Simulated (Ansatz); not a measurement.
# C5H15AlSiTe: a ladder of functionals and wavefunction methods

One table from this session's results is given with a row withheld; the runs are named, their logs left out.

Method: functionals in def2-TZVPP, the program's frozen cores in correlated methods; program: Ansatz 0.2.0, Gaussian basis.

Plan: LDA (SPW92), PBE-D4, revPBE-D4, BLYP-D4, r2SCAN-D4, B97M-V, PBE0-D4, B3LYP-D4, r2SCANh-D4, r2SCAN0-D4, HSE06-D4, BHLYP-D4, CAM-B3LYP-D4, LC-ωPBE, ωB97X-V, ωB97M-V, B2PLYP, PBE-QIDH; CCSD(T)/def2-SVP; CCSD(T)/def2-TZVPP; MP2/def2-QZVPP; extrapolation to the limit; RPA on PBE.

## The relaxed structure

An earlier PBE0-D4 in a triple-zeta def2 set relaxation fixed the geometry. Te takes the def2 core potential; no spin-orbit term is included.

SMILES `[CH3][Al]([CH3])[Te][Si](C)(C)C`, 23 atoms, charge 0, spin multiplicity 1.

Atoms are counted from 1 here; the program's logs count them from 0.

Bond lengths: C1–Al2 1.952 Å, C1–H9 1.092 Å, C1–H10 1.096 Å, C1–H11 1.095 Å, Al2–C3 1.956 Å, Al2–Te4 2.529 Å, C3–H12 1.095 Å, C3–H13 1.091 Å, C3–H14 1.096 Å, Te4–Si5 2.517 Å, Si5–C6 1.872 Å, Si5–C7 1.871 Å, Si5–C8 1.872 Å, C6–H15 1.092 Å, C6–H16 1.095 Å, C6–H17 1.092 Å, C7–H18 1.095 Å, C7–H19 1.091 Å and more. Angles: Al2–C1–H9 112.9°, Al2–C1–H10 110.2°, Al2–C1–H11 111.0°, H9–C1–H10 107.6°, H9–C1–H11 108.2°, H10–C1–H11 106.6°, C1–Al2–C3 120.5°, C1–Al2–Te4 116.0°, C3–Al2–Te4 123.4°, Al2–C3–H12 110.3°, Al2–C3–H13 114.4°, Al2–C3–H14 109.7°, H12–C3–H13 108.1°, H12–C3–H14 106.7°, H13–C3–H14 107.3°, Al2–Te4–Si5 98.7°, Te4–Si5–C6 110.3°, Te4–Si5–C7 110.6° and more.

Set-up of the first run:

in.yaml reads:

```yaml
crystal:
  periodic: [false, false, false]
  atoms:
    - {symbol: C, position_ang: [-1.269226, -3.973859, 0.294775]}
    - {symbol: Al, position_ang: [-0.914534, -2.055591, 0.214476]}
    - {symbol: C, position_ang: [-2.337739, -0.765502, 0.582691]}
    - {symbol: Te, position_ang: [1.443266, -1.389128, -0.411310]}
    - {symbol: Si, position_ang: [1.174335, 1.111222, -0.294181]}
    - {symbol: C, position_ang: [0.836313, 1.645704, 1.467488]}
    - {symbol: C, position_ang: [-0.192894, 1.680536, -1.437541]}
    - {symbol: C, position_ang: [2.815051, 1.808836, -0.864025]}
    - {symbol: H, position_ang: [-0.450540, -4.575299, -0.105678]}
    - {symbol: H, position_ang: [-1.432882, -4.285248, 1.332610]}
    - {symbol: H, position_ang: [-2.180874, -4.227466, -0.256191]}
    - {symbol: H, position_ang: [-3.028770, -1.166942, 1.330530]}
    - {symbol: H, position_ang: [-1.986486, 0.206766, 0.932117]}
    - {symbol: H, position_ang: [-2.923875, -0.591735, -0.327117]}
    - {symbol: H, position_ang: [-0.096596, 1.224374, 1.846605]}
    - {symbol: H, position_ang: [0.763675, 2.736747, 1.522831]}
    - {symbol: H, position_ang: [1.643748, 1.322460, 2.127950]}
    - {symbol: H, position_ang: [-0.260810, 2.773250, -1.425333]}
    - {symbol: H, position_ang: [-1.161818, 1.277575, -1.137631]}
    - {symbol: H, position_ang: [0.005309, 1.361496, -2.462970]}
    - {symbol: H, position_ang: [2.788569, 2.902706, -0.836371]}
    - {symbol: H, position_ang: [3.040236, 1.499832, -1.887100]}
    - {symbol: H, position_ang: [3.631340, 1.472566, -0.220924]}
basis:
  gaussian: {orbitals: def2-TZVPP}
hamiltonian: {xc: lda}
output: {orbitals: {seedname: orbitals}}
```

Among the steps run: LDA; PBE-D4 (GGA); revPBE-D4 (GGA); BLYP-D4 (GGA); r2SCAN-D4 (meta-GGA); B97M-V (meta-GGA); PBE0-D4 (hybrid); B3LYP-D4 (hybrid); r2SCANh-D4 (hybrid); r2SCAN0-D4 (hybrid); HSE06-D4 (hybrid); BHLYP-D4 (hybrid); CAM-B3LYP-D4 (range-separated); LC-ωPBE (range-separated); ωB97X-V (range-separated); ωB97M-V (range-separated); B2PLYP (double hybrid); PBE-QIDH (double hybrid).

One table of the session follows, with a row left open; its other results are not shown here.

It belongs to the step «Orbital energies across the functionals». 

| functional | HOMO (eV) | gap (eV) |
| --- | --- | --- |
| LDA (SPW92) | -5.42 | 3.80 |
| PBE-D4 | -5.28 | 3.89 |
| revPBE-D4 | -5.22 | 3.95 |
| BLYP-D4 | -5.09 | 3.86 |
| r2SCAN-D4 | -5.52 | 4.40 |
| B97M-V | -5.50 | 4.31 |
| PBE0-D4 | -6.24 | 5.58 |
| B3LYP-D4 | -6.02 | 5.19 |
| r2SCANh-D4 | -5.87 | 4.99 |
| r2SCAN0-D4 | -6.40 | 5.88 |
| HSE06-D4 | ? | ? |
| BHLYP-D4 | -7.04 | 7.18 |
| CAM-B3LYP-D4 | -7.39 | 7.68 |
| LC-ωPBE | -8.64 | 9.95 |
| ωB97X-V | -8.37 | 9.54 |
| ωB97M-V | -8.26 | 9.17 |

**Question.** Estimate the row for HSE06-D4.

As computed: HOMO (eV): -5.85; gap (eV): 4.83. In the column «HOMO (eV)» it lies between r2SCANh-D4 (-5.87) and r2SCAN-D4 (-5.52).
